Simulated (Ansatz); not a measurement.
# Relaxation of Gd2Ge2Rh

Wanted: the geometry at rest of Gd2Ge2Rh (a structure type of another compound, with these elements put in), relaxing the atoms in a fixed cell, and its electronic structure there.

Program: Ansatz 0.2.0. Level of theory: DFT, PBE, with U_eff = 6.73 eV on Gd f, collinear spin, plane waves, PAW. These are calculated values, not measurements.

## (1) Geometry

It takes space group C2/m (No. 12, monoclinic). The conventional cell has a = 10.690 Å, b = 4.401 Å, c = 10.515 Å, α = 90.00°, β = 116.64°, γ = 90.00°. Around Gd (site symmetry m) lie 6 Ge at 3.09 to 3.16 Å and 2 Rh at 3.09 Å. Ge (site symmetry m) has 3 Rh at 2.57 to 2.79 Å and 1 Ge at 2.80 Å as nearest neighbours. Ge (site symmetry m) has 1 Rh at 2.65 Å and 1 Ge at 2.66 Å as nearest neighbours. Rh (site symmetry m) has 4 Ge at 2.57 to 2.79 Å as nearest neighbours. Around Gd (site symmetry m) lie 4 Rh at 3.04 to 3.38 Å and 7 Ge at 3.07 to 3.33 Å.

The coordinates stand in the input below.

It starts from an earlier solution of the starting cell (checkpoint.read).

## (2) The relaxation

Input file input.yaml:

```yaml
crystal:
  lattice:
    - [0.0, 4.40061601, 0.0]
    - [5.34516693, -2.20030851, 0.0]
    - [-0.63020028, 2.20030851, -9.39916699]
  atoms:
    - { symbol: Gd, position: [0.189, 0.26226, 0.88426] }
    - { symbol: Gd, position: [0.811, 0.73774, 0.11574] }
    - { symbol: Ge, position: [0.35428, 0.26256, 0.554] }
    - { symbol: Ge, position: [0.64572, 0.73744, 0.446] }
    - { symbol: Ge, position: [0.4773, 0.8403, 0.8857] }
    - { symbol: Ge, position: [0.5227, 0.1597, 0.1143] }
    - { symbol: Rh, position: [0.27258, 0.88199, 0.33683] }
    - { symbol: Rh, position: [0.72742, 0.11801, 0.66317] }
    - { symbol: Gd, position: [0.00833, 0.68697, 0.67031] }
    - { symbol: Gd, position: [0.99167, 0.31303, 0.32969] }
  symmetry: { detect: false, time_reversal: true }
kpoints:
  mp_grid: { grid: [5, 5, 5], shift: [0, 0, 0] }
magnetization:
  spin_polarized: true
scf:
  occupations: { method: gaussian, width: 0.0175 }
  lower_state_search: "off"
hamiltonian:
  pseudopotentials: { kind: paw }
  xc: pbe
  hubbard:
    projectors: all-electron-ortho-atomic
    sites: [{ species: Gd, l: f, u_eff: 6.73 }]
basis:
  ecutwfc: 420
  fft_grid_basis: typed
relax:
  max_steps: 80
  f_tol: 0.03
output:
  forces: true
  stress: true
  eigenvalues: true
  bader: false
  populations: true
  elf: true
  write_potential: true
  volumetric_format: npy
  dos:
    e_range: [-12, 8]
    de: 0.05
    projected: { site_lists: { Gd: [Gd], Ge: [Ge], Rh: [Rh] } }
  write_density: true
checkpoint:
  read: saved_state
```

The run is started by

```console
ansatz run input.yaml --threads 2 --pin off --max-ram 4096MiB --backend cpu --events-out ev --progress --plain --runs-dir out
```

What does the calculation give? Wanted: moves; energy gained; largest move; pressure left in the fixed cell; character; net moment; largest moment.

As calculated:

| quantity | value |
| --- | --- |
| moves | 4 |
| energy gained | 4.0 meV/atom |
| largest move | 0.07 Å (Rh) |
| space group (0.01 Å), before / after | C2/m / C2/m |
| pressure left in the fixed cell | -2.7 GPa |
| character | metal |
| density of states, mean within 0.25 eV of the Fermi level | 6.3 per eV per cell |
| net moment | 28.83 μB per cell |
| largest moment | 7.15 μB on Gd (sphere) |

What this shows: In the fixed cell the largest move of an atom is 0.07 Å; the energy fell by 4.0 meV per atom. The fixed cell still holds a mean pressure of -2.7 GPa, so it would shrink if let free. Bands cross the Fermi level: a metal; within 0.25 eV of the Fermi level the density of states averages 6.3 per eV per cell, mostly Gd d (51 %), Ge p (22 %) and Rh d (20 %). The moments, up to 7.15 μB on Gd, are parallel: the net moment is 28.83 μB per cell against 29.63 μB of absolute spin density.

Caveats: the program displaced the start to leave a saddle point; one start, so the state may not be the lowest; the k mesh is coarse for a cell without a gap; the SCF threshold is loose for a stress.
